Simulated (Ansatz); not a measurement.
# B2Cl2F2H2O2: small, medium and large basis sets

The task here is to estimate one member of a computed series from the others.

Program: Ansatz 0.2.0, Gaussian basis. Level of theory: one geometry, several basis sets. These are calculated values, not measurements.

Plan: PBE0-D4/def2-SVP; ωB97M-V/def2-SVP; PBE0-D4/def2-QZVPP; ωB97M-V/def2-QZVPP; the functionals' def2-TZVPP values are taken from earlier runs.

### The geometry

All runs share one geometry, relaxed beforehand with PBE0-D4 in a triple-zeta def2 set.

10 atoms, charge 0, spin multiplicity 1.

Atoms are counted from 1 here; the program's logs count them from 0.

Bond lengths: F1–B2 1.348 Å, B2–Cl3 1.782 Å, B2–O4 1.547 Å, B2–O8 1.547 Å, O4–B5 1.542 Å, O4–H9 0.964 Å, B5–F6 1.330 Å, B5–Cl7 1.809 Å, B5–O8 1.542 Å, O8–H10 0.964 Å. Angles: F1–B2–Cl3 116.4°, F1–B2–O4 111.2°, F1–B2–O8 111.2°, Cl3–B2–O4 113.1°, Cl3–B2–O8 113.1°, O4–B2–O8 88.5°, B2–O4–B5 90.8°, B2–O4–H9 114.4°, B5–O4–H9 115.3°, O4–B5–F6 112.1°, O4–B5–Cl7 112.3°, O4–B5–O8 88.9°, F6–B5–Cl7 116.1°, F6–B5–O8 112.1°, Cl7–B5–O8 112.3°, B2–O8–B5 90.8°, B2–O8–H10 114.4°, B5–O8–H10 115.3°.

Coordinates:

```csv
atom,x (Å),y (Å),z (Å)
F1,-1.93890,-0.26593,-0.26683
B2,-0.95011,0.39946,0.36257
Cl3,-1.45265,1.65697,1.52115
O4,0.11998,0.88979,-0.64066
B5,1.08527,-0.22394,-0.18834
F6,2.22921,0.26644,0.28091
Cl7,1.22845,-1.54791,-1.41284
O8,0.09928,-0.57725,0.94287
H9,-0.15210,0.84942,-1.56500
H10,-0.18524,-1.49835,0.96916
```

The first run:

The input, in.yaml:

```yaml
crystal:
  periodic: [false, false, false]
  atoms:
    - {symbol: F, position_ang: [-1.938896, -0.265928, -0.266826]}
    - {symbol: B, position_ang: [-0.950112, 0.399458, 0.362575]}
    - {symbol: Cl, position_ang: [-1.452648, 1.656969, 1.521149]}
    - {symbol: O, position_ang: [0.119981, 0.889788, -0.640656]}
    - {symbol: B, position_ang: [1.085272, -0.223939, -0.188344]}
    - {symbol: F, position_ang: [2.229210, 0.266438, 0.280910]}
    - {symbol: Cl, position_ang: [1.228450, -1.547910, -1.412843]}
    - {symbol: O, position_ang: [0.099277, -0.577251, 0.942872]}
    - {symbol: H, position_ang: [-0.152095, 0.849420, -1.564996]}
    - {symbol: H, position_ang: [-0.185240, -1.498346, 0.969161]}
basis:
  gaussian: {orbitals: def2-SVP}
hamiltonian: {xc: pbe0, dispersion: d4}
output: {orbitals: {seedname: orbitals}}
```

Launch:

```console
$ ansatz run in.yaml --threads 4 --pin off --events-out ev --progress --plain --max-ram 11315MiB
```

Steps of the session up to this table: PBE0-D4 in def2-SVP; ωB97M-V in def2-SVP; PBE0-D4 in def2-QZVPP; ωB97M-V in def2-QZVPP.

One of the session's tables, all rows but one given; the rest of the session is left out.

It belongs to the step «Functionals by basis». 

| functional | basis | HOMO (eV) | LUMO (eV) |
| --- | --- | --- | --- |
| PBE0-D4 | def2-SVP | -8.96 | 0.57 |
| PBE0-D4 | def2-TZVPP | -9.19 | -0.10 |
| PBE0-D4 | def2-QZVPP | -9.22 | -0.35 |
| ωB97M-V | def2-SVP | -11.24 | 2.25 |
| ωB97M-V | def2-TZVPP | -11.51 | 1.35 |
| ωB97M-V | def2-QZVPP | ? | ? |

**Question.** Estimate the row for ωB97M-V, def2-QZVPP.

The run gave: HOMO (eV): -11.56; LUMO (eV): 0.88. In the column «HOMO (eV)» it is the lowest.
